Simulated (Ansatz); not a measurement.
# CH₅FOSSi: geometry optimisation

The task: find the minimum of CH₅FOSSi nearest to the start.

Computed with Ansatz 0.2.0. Level: RKS r2SCAN-D4/def2-SVP.

## Step 1: The starting structure

SMILES `O[SiH2]C(F)S`, 10 atoms, charge 0, spin multiplicity 1.

Atoms are counted from 1 here; the program's logs count them from 0.

Bond lengths: O1–Si2 1.688 Å, O1–H6 0.973 Å, Si2–C3 1.914 Å, Si2–H7 1.506 Å, Si2–H8 1.496 Å, C3–F4 1.406 Å, C3–S5 1.815 Å, C3–H9 1.114 Å, S5–H10 1.367 Å. Angles: Si2–O1–H6 114.6°, O1–Si2–C3 108.1°, O1–Si2–H7 111.2°, O1–Si2–H8 106.6°, C3–Si2–H7 108.6°, C3–Si2–H8 110.4°, H7–Si2–H8 111.8°, Si2–C3–F4 107.7°, Si2–C3–S5 110.3°, Si2–C3–H9 112.9°, F4–C3–S5 112.7°, F4–C3–H9 108.2°, S5–C3–H9 105.0°, C3–S5–H10 95.2°.

Geometry (Å):

```xyz
10

O    -0.6242   -1.0299    1.3266
Si   -0.4685   -0.8171   -0.3405
C     0.4204    0.8504   -0.6468
F    -0.5015    1.8803   -0.3887
S     1.9102    0.9684    0.3837
H    -1.3388   -0.5113    1.7364
H    -1.8158   -0.7746   -1.0126
H     0.3674   -1.9528   -0.8404
H     0.7836    0.9623   -1.6941
H     1.3502    0.3731    1.4794
```

## Step 2: Relaxation

input.yaml

```yaml
crystal:
  periodic: [false, false, false]
  atoms:
    - { symbol: O, position_ang: [-0.624199, -1.02986, 1.326636] }
    - { symbol: Si, position_ang: [-0.468476, -0.817077, -0.34048] }
    - { symbol: C, position_ang: [0.420443, 0.850397, -0.646816] }
    - { symbol: F, position_ang: [-0.501535, 1.880315, -0.388739] }
    - { symbol: S, position_ang: [1.910241, 0.9684, 0.38367] }
    - { symbol: H, position_ang: [-1.338769, -0.511317, 1.736438] }
    - { symbol: H, position_ang: [-1.815765, -0.77464, -1.012598] }
    - { symbol: H, position_ang: [0.367419, -1.952825, -0.840433] }
    - { symbol: H, position_ang: [0.783641, 0.962332, -1.694119] }
    - { symbol: H, position_ang: [1.350201, 0.373073, 1.479442] }
basis:
  gaussian: { orbitals: def2-SVP }
hamiltonian:
  xc: r2scan
  dispersion: d4
output:
  forces: true
relax:
  f_tol: 0.003
  max_steps: 120
```

On the command line:

```
$ ansatz run input.yaml --threads 1 --pin off --max-ram 2560MiB --backend cpu --events-out ev --progress --plain --runs-dir out
```

The program printed:

```text
Warning: RAYON_NUM_THREADS=1 ignored (pool sized by the plan → 1); use --threads N
The last accepted step is kept in <dir> (removed where the run ends without a failure and the disk answers)
Engine: ansatz 0.2.0, x86_64-unknown-linux-gnu
Functional definition: r2SCAN
  parameter k0 = 0.174
  parameter k1 = 0.065
  parameter a1 = 4.9479
  exchange = r2scan_x(k0 = k0, k1 = k1, a1 = a1)
  correlation = r2scan_c
1140 factors; their error is unknown
mean field evaluation 1: about -24576.2262 eV, gradient 5.3e1 eV
mean field evaluation 2: about -24561.9355 eV, gradient 9.9e1 eV
mean field evaluation 4: about -24581.3730 eV, gradient 6.3e0 eV
mean field evaluation 8: about -24581.4718 eV, gradient 1.3e-1 eV
mean field evaluation 16: about -24581.3946 eV, gradient 1.4e-4 eV
mean field -24581.39461706 eV, -903.3495903093 hartree, gradient 2.1e-5 eV, S^2 0.000000; 0 other end points of the search recorded, 0 dependent functions left out
the calculation of the forces begins
reference -24581.39462614 eV, -903.3495906430 hartree; 29, 29 occupied and 74, 74 virtual orbitals, 1140 factors
relax step   1: F+E_penalty+E_count = -24581.45058307 eV  Δ(F+E_penalty+E_count) = +0.000e0 eV  max|allowed force component| = 2.971e-1 eV/Å  Δτ_max = 0.0000 Å  (29 SCF iters, accepted)
these checks for a lower state are left out or cut short: starts, cluster_reference, orbital_swaps, neighbouring_geometries, increment
1140 factors; their error is unknown
mean field -24581.40700399 eV, -903.3500455204 hartree, gradient 1.7e-5 eV, S^2 0.000000; 0 other end points of the search recorded, 0 dependent functions left out
the calculation of the forces begins
reference -24581.40701305 eV, -903.3500458535 hartree; 29, 29 occupied and 74, 74 virtual orbitals, 1140 factors
relax step   2: F+E_penalty+E_count = -24581.46300020 eV  Δ(F+E_penalty+E_count) = -1.242e-2 eV  max|allowed force component| = 2.456e-1 eV/Å  Δτ_max = 0.0203 Å  (31 SCF iters, accepted)
these checks for a lower state are left out or cut short: starts, cluster_reference, orbital_swaps, neighbouring_geometries, increment
1140 factors; their error is unknown
mean field evaluation 32: about -24581.4096 eV, gradient 1.6e-5 eV
mean field -24581.40959939 eV, -903.3501408998 hartree, gradient 1.6e-5 eV, S^2 0.000000; 0 other end points of the search recorded, 0 dependent functions left out
the calculation of the forces begins
reference -24581.40960845 eV, -903.3501412328 hartree; 29, 29 occupied and 74, 74 virtual orbitals, 1140 factors
relax step   3: F+E_penalty+E_count = -24581.46562411 eV  Δ(F+E_penalty+E_count) = -2.624e-3 eV  max|allowed force component| = 4.848e-2 eV/Å  Δτ_max = 0.0136 Å  (30 SCF iters, accepted)
these checks for a lower state are left out or cut short: starts, cluster_reference, orbital_swaps, neighbouring_geometries, increment
1140 factors; their error is unknown
mean field -24581.40988243 eV, -903.3501513011 hartree, gradient 1.6e-5 eV, S^2 0.000000; 0 other end points of the search recorded, 0 dependent functions left out
the calculation of the forces begins
reference -24581.40989150 eV, -903.3501516346 hartree; 29, 29 occupied and 74, 74 virtual orbitals, 1140 factors
relax step   4: F+E_penalty+E_count = -24581.46590736 eV  Δ(F+E_penalty+E_count) = -2.833e-4 eV  max|allowed force component| = 2.959e-2 eV/Å  Δτ_max = 0.0090 Å  (30 SCF iters, accepted)
these checks for a lower state are left out or cut short: starts, cluster_reference, orbital_swaps, neighbouring_geometries, increment
1140 factors; their error is unknown
mean field -24581.41012005 eV, -903.3501600336 hartree, gradient 1.6e-5 eV, S^2 0.000000; 0 other end points of the search recorded, 0 dependent functions left out
the calculation of the forces begins
reference -24581.41012914 eV, -903.3501603675 hartree; 29, 29 occupied and 74, 74 virtual orbitals, 1140 factors
relax step   5: F+E_penalty+E_count = -24581.46613591 eV  Δ(F+E_penalty+E_count) = -2.285e-4 eV  max|allowed force component| = 1.935e-2 eV/Å  Δτ_max = 0.0097 Å  (31 SCF iters, accepted)
these checks for a lower state are left out or cut short: starts, cluster_reference, orbital_swaps, neighbouring_geometries, increment
1140 factors; their error is unknown
mean field -24581.41018104 eV, -903.3501622751 hartree, gradient 7.3e-6 eV, S^2 0.000000; 0 other end points of the search recorded, 0 dependent functions left out
the calculation of the forces begins
reference -24581.41019013 eV, -903.3501626092 hartree; 29, 29 occupied and 74, 74 virtual orbitals, 1140 factors
relax step   6: F+E_penalty+E_count = -24581.46620424 eV  Δ(F+E_penalty+E_count) = -6.833e-5 eV  max|allowed force component| = 6.586e-3 eV/Å  Δτ_max = 0.0047 Å  (25 SCF iters, accepted)
these checks for a lower state are left out or cut short: starts, cluster_reference, orbital_swaps, neighbouring_geometries, increment
1140 factors; their error is unknown
mean field -24581.41019916 eV, -903.3501629408 hartree, gradient 2.0e-5 eV, S^2 0.000000; 0 other end points of the search recorded, 0 dependent functions left out
the calculation of the forces begins
reference -24581.41020825 eV, -903.3501632748 hartree; 29, 29 occupied and 74, 74 virtual orbitals, 1140 factors
relax step   7: F+E_penalty+E_count = -24581.46622525 eV  Δ(F+E_penalty+E_count) = -2.101e-5 eV  max|allowed force component| = 3.097e-3 eV/Å  Δτ_max = 0.0043 Å  (22 SCF iters, accepted)
these checks for a lower state are left out or cut short: starts, cluster_reference, orbital_swaps, neighbouring_geometries, increment
1140 factors; their error is unknown
mean field evaluation 64: about -24581.4102 eV, gradient 1.6e-5 eV
mean field -24581.41020967 eV, -903.3501633269 hartree, gradient 1.6e-5 eV, S^2 0.000000; 0 other end points of the search recorded, 0 dependent functions left out
the calculation of the forces begins
reference -24581.41021876 eV, -903.3501636610 hartree; 29, 29 occupied and 74, 74 virtual orbitals, 1140 factors
relax step   8: F+E_penalty+E_count = -24581.46623745 eV  Δ(F+E_penalty+E_count) = -1.220e-5 eV  max|allowed force component| = 4.115e-3 eV/Å  Δτ_max = 0.0059 Å  (31 SCF iters, accepted)
these checks for a lower state are left out or cut short: starts, cluster_reference, orbital_swaps, neighbouring_geometries, increment
1140 factors; their error is unknown
mean field -24581.41021357 eV, -903.3501634704 hartree, gradient 2.0e-5 eV, S^2 0.000000; 0 other end points of the search recorded, 0 dependent functions left out
the calculation of the forces begins
reference -24581.41022266 eV, -903.3501638044 hartree; 29, 29 occupied and 74, 74 virtual orbitals, 1140 factors
relax step   9: F+E_penalty+E_count = -24581.46624410 eV  Δ(F+E_penalty+E_count) = -6.649e-6 eV  max|allowed force component| = 2.901e-3 eV/Å  Δτ_max = 0.0039 Å  (23 SCF iters, accepted)
these checks for a lower state are left out or cut short: starts, cluster_reference, orbital_swaps, neighbouring_geometries, increment
1140 factors; their error is unknown
mean field -24581.41021418 eV, -903.3501634929 hartree, gradient 1.6e-5 eV, S^2 0.000000; 0 other end points of the search recorded, 0 dependent functions left out
the calculation of the forces begins
reference -24581.41022327 eV, -903.3501638269 hartree; 29, 29 occupied and 74, 74 virtual orbitals, 1140 factors
relax step  10: F+E_penalty+E_count = -24581.46624696 eV  Δ(F+E_penalty+E_count) = -2.861e-6 eV  max|allowed force component| = 2.577e-3 eV/Å  Δτ_max = 0.0031 Å  (23 SCF iters, accepted)
1140 factors; their error is unknown
mean field evaluation 96: about -24581.4102 eV, gradient 2.0e-5 eV
mean field -24581.41021418 eV, -903.3501634929 hartree, gradient 1.5e-5 eV, S^2 0.000000; 1 other end points of the search recorded, 0 dependent functions left out
the calculation of the forces begins
reference -24581.41022327 eV, -903.3501638269 hartree; 29, 29 occupied and 74, 74 virtual orbitals, 1140 factors
Total energy: -24581.46625605 eV, -903.3522229937 hartree
Atom 0 at    -0.656252    -1.017327     1.308528 Å, force    -0.000222     0.000143     0.002577 eV/Å
Atom 1 at    -0.468004    -0.823125    -0.339394 Å, force     0.000166    -0.000077    -0.000206 eV/Å
Atom 2 at     0.418587     0.833985    -0.638358 Å, force     0.002125    -0.000683    -0.000331 eV/Å
Atom 3 at    -0.505899     1.847828    -0.347536 Å, force    -0.001083     0.000900     0.000952 eV/Å
Atom 4 at     1.917726     0.966892     0.363556 Å, force    -0.001182    -0.000379    -0.001408 eV/Å
Atom 5 at    -1.351712    -0.491579     1.722228 Å, force     0.000109    -0.000200    -0.000963 eV/Å
Atom 6 at    -1.789088    -0.776110    -1.034291 Å, force     0.000287     0.000099    -0.000485 eV/Å
Atom 7 at     0.369324    -1.950471    -0.819611 Å, force    -0.000184    -0.000429    -0.000384 eV/Å
Atom 8 at     0.757411     0.973393    -1.681220 Å, force     0.000294     0.000491     0.000191 eV/Å
Atom 9 at     1.391107     0.385313     1.469100 Å, force    -0.000309     0.000135     0.000057 eV/Å
Dipole moment:    -0.240800    -0.156274    -0.014516 e Å
```

It took 47 s on 1 thread of Intel Xeon Platinum 8488C (Sapphire Rapids), shared host; peak memory 0.21 GiB.

Step by step:

```
step  energy from step 1 (eV)  largest force component (eV/Å)
   1                   0.0000                          0.2971
   2                  -0.0124                          0.2456
   3                  -0.0150                          0.0485
   4                  -0.0153                          0.0296
   5                  -0.0156                          0.0193
   6                  -0.0156                          0.0066
   7                  -0.0156                          0.0031
   8                  -0.0157                          0.0041
   9                  -0.0157                          0.0029
  10                  -0.0157                          0.0026
```

Distances of close pairs at the start and the end, largest changes first:

```
  bond  before (Å)  after (Å)  change (Å)
O1–Si2       1.688      1.670      -0.018
Si2–H7       1.506      1.493      -0.013
Si2–H8       1.496      1.484      -0.012
S5–H10       1.367      1.356      -0.011
Si2–C3       1.914      1.903      -0.011
 C3–H9       1.114      1.105      -0.009
 O1–H6       0.973      0.965      -0.008
 C3–S5       1.815      1.808      -0.007
```

## Step 3: What came out

| quantity | value |
| --- | --- |
| energy gained | 0.0157 eV |
| root mean square move | 0.032 Å |
| dipole moment | 1.38 D |

What this shows: Bond lengths: O1–Si2 1.670 Å, O1–H6 0.965 Å, Si2–C3 1.903 Å, Si2–H7 1.493 Å, Si2–H8 1.484 Å, C3–F4 1.403 Å, C3–S5 1.808 Å, C3–H9 1.105 Å, S5–H10 1.356 Å. Angles: Si2–O1–H6 116.2°, O1–Si2–C3 108.0°, O1–Si2–H7 111.3°, O1–Si2–H8 107.1°, C3–Si2–H7 108.2°, C3–Si2–H8 110.4°, H7–Si2–H8 111.9°, Si2–C3–F4 106.8°, Si2–C3–S5 111.3°, Si2–C3–H9 113.6°, F4–C3–S5 112.2°, F4–C3–H9 107.8°, S5–C3–H9 105.0°, C3–S5–H10 95.6°. No frequencies were computed here.
